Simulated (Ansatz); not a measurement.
# Cl2H2OSi: the cost of one run

Program: Ansatz 0.2.0. Level of theory: RKS PBE0-D4/def2-SVP. These are calculated values, not measurements.

## (1) Starting point

Bond lengths: Si1–H2 1.660 Å, Si1–Cl3 2.330 Å, Si1–O4 1.679 Å, O4–H5 1.010 Å, Si1–Cl6 2.128 Å. Angles: H2–Si1–Cl3 52.9°, H2–Si1–O4 119.6°, H2–Si1–Cl6 119.6°, Cl3–Si1–O4 122.4°, Cl3–Si1–Cl6 122.4°, O4–Si1–Cl6 109.5°, Si1–O4–H5 109.5°.

Structure file:

```xyz
6

Si    0.0000    0.0000    0.0000
H     0.6625    0.0000    1.5220
Cl    2.2646    0.0000    0.5484
O    -0.7913    1.3709   -0.5594
H    -1.7491    1.1401   -0.7818
Cl   -1.0032   -1.7381   -0.7093
```

## (2) A restrained relaxation towards end A

Springs on the bonds that form and break draw the guess towards this end; the thresholds are loose.

input.yaml

```yaml
crystal:
  periodic: [false, false, false]
  atoms:
    - { symbol: Si, position_ang: [0.0, 0.0, 0.0] }
    - { symbol: H, position_ang: [0.6625, 0.0, 1.522] }
    - { symbol: Cl, position_ang: [2.2646, 0.0, 0.5484] }
    - { symbol: O, position_ang: [-0.7913, 1.3709, -0.5594] }
    - { symbol: H, position_ang: [-1.7491, 1.1401, -0.7818] }
    - { symbol: Cl, position_ang: [-1.0032, -1.7381, -0.7093] }
basis:
  gaussian: { orbitals: def2-SVP }
hamiltonian:
  xc: pbe0
  dispersion: d4
relax:
  f_tol: 0.15
  max_steps: 25
  restrain:
    - { distance: [1, 2], at: 2.57, k: 30.0 }
    - { distance: [0, 1], at: 1.46, k: 30.0 }
    - { distance: [0, 2], at: 2.13, k: 30.0 }
```

The run is started by

```bash
ansatz run input.yaml --threads 1 --pin off --max-ram 2048MiB --backend cpu --events-out ev --progress --plain --runs-dir out
```

Q: Estimate wall time and peak memory on 1 thread of Arm Neoverse V1, shared host.

About 21 s, with a peak of 0.14 GiB.
